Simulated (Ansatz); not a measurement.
# YHSe, space group P-6m2: a relaxation followed by a look at the electronic structure

Program: Ansatz 0.2.0, Python API.

Run as a notebook:

In [1]:
```python
from dataclasses import dataclass

import ansatz as az
import numpy as np
```

In [2]:
```python
@dataclass(frozen=True)
class Options:
    filling: str = "Fixed"
    xc: str = "r2SCAN"
```

In [3]:
```python
opts = Options()


def count_gap(report):
    # lowest empty less highest filled band, counting bands; zero where they overlap
    return max(report.get("gap_by_band_count_ev") or 0.0, 0.0)
```

In [4]:
```python
def setup_for(crystal, spacing):
    return (
        crystal.calculation()
        .occupations(opts.filling)
        .pseudopotentials("paw")
        .functional(opts.xc)
        .kpoints(spacing=spacing)
    )
```

In [5]:
```python
vectors = np.array([
    [3.84093, 0.0, 0.0],
    [-1.92047, 3.32634, 0.0],
    [0.0, 0.0, 3.91555],
])
crystal = (
    az.Lattice.of(vectors)
    .atom("Y", (0.0, 0.0, 0.0))
    .atom("H", (1 / 3, 2 / 3, 0.0))
    .atom("Se", (2 / 3, 1 / 3, 0.5))
)
```

In [6]:
```python
len(crystal.resolved().sites)
```
Out [6]:
```text
3
```

In [7]:
```python
relaxed = setup_for(crystal, 0.45).relax(cell=True, force_tolerance=0.02, max_steps=40).checkpoint(write="relax.run", compress=False).run(threads=1)
cell = np.asarray(relaxed.lattice.cell_ang)
print("relaxed edges (A):", np.linalg.norm(cell, axis=1).round(4), " volume:", round(abs(np.linalg.det(cell)), 3), "A^3")
for site in relaxed.lattice.sites:
    print(" ", site.symbol, np.round(site.position_frac, 4) + 0.0)

final = az.Crystal.from_checkpoint("relax.run")
res = setup_for(final, 0.34).functional("lda").stress().band_table().density_of_states(energy_step=0.05).run(threads=1)
rep = res.report
```
```text
DeckWarning: basis.ecutwfc = 500 eV, auto-derived from the records' recommended cutoffs: set by Y (their level for a meta-GGA)
relaxed edges (A): [3.839  3.839  3.9209]  volume: 50.043 A^3
  Y [0. 0. 0.]
  H [0.3333 0.6667 0.    ]
  Se [0.6667 0.3333 0.5   ]
DeckWarning: crystal.checkpoint: the structure is that of relax.run, a `relax` run, at its step 3: its result, under r2scan at a charge of 0 e; 3 atoms read, 0 with a starting moment [...]
DeckWarning: basis.ecutwfc = 420 eV, auto-derived from the records' recommended cutoffs: set by Y (normal level)
```

In [8]:
```python
rep["mixing_algorithm"], rep["preconditioner"], rep["eigensolver"]
```
Out [8]:
```text
('MSR1', 'none', 'band_cg')
```

In [9]:
```python
{key: value for key, value in rep.items() if isinstance(value, (int, float)) and "ev" in key}
```
Out [9]:
```text
{'gap_by_band_count_ev': 1.4909675418603054,
 'fermi_energy_ev': 10.05405432352537,
 'harris_foulkes_ev': -9149.07822013666,
 'free_energy_ev': -9149.078220138512,
 'internal_energy_ev': -9149.078220138512,
 'lagrangian_ev': -9149.078220138512,
 'energy_sigma0_ev': -9149.078220138512,
 'lagrangian_sigma0_ev': -9149.078220138512,
 'entropy_ts_ev': 0.0,
 'loop_fermi_energy_ev': 10.054054323495308,
 'occupations_fermi_energy_ev': 10.05405432352537}
```

In [10]:
```python
dos = res.density_of_states()
print(f"pressure at the relaxed cell {np.trace(rep['stress_gpa']) / 3:.3f} GPa, gap by band count {count_gap(rep):.3f} eV")
if count_gap(rep) == 0:
    print("states/eV at the Fermi level:", round(float(np.interp(dos.fermi_ev, dos.energies_ev, dos.spin_summed_g_bin_mean_per_ev)), 3))
```
```text
pressure at the relaxed cell -5.613 GPa, gap by band count 1.491 eV
```

Caveats:
- Total energies depend on the potentials; only differences at equal settings carry meaning. A total without «per atom» is that of the cell as typed.
- Along an axis with an odd division the mesh misses the point at one half; a gap read on a finite mesh is an upper bound on this functional's gap.
- Semilocal gaps usually lie well under measured ones.
- Under fixed occupations the level called the Fermi level is the highest filled one on the SCF mesh; off the mesh a filled band can lie a little above it.
- Only differences from the Fermi energy are physical; the zero of the scale is a convention.
- The crystal has a gap of about 1.49 eV on the mesh; bins of finite width blur the band edges.
- At these settings the cell as given stands under about -6 GPa, so it isn't at this functional's equilibrium volume.
- This cell is a computed structure, which may not be the phase found in nature.
- Levels are Kohn-Sham eigenvalues on this mesh, without spin-orbit coupling.
- Warnings are shown shortened and without file and line.
- Where the second run takes another functional or mesh than the relaxation, its pressure isn't zero; pressure is positive in compression.
- The computed bands are complete only to about 3.9 eV above the Fermi level; beyond that the density of states is undercounted.
- Finished in 16 s on 1 thread of Arm Neoverse V1, with other jobs on the host, peak memory 0.51 GiB.

(Lines on the test bed's own set-up are left out of the output.)
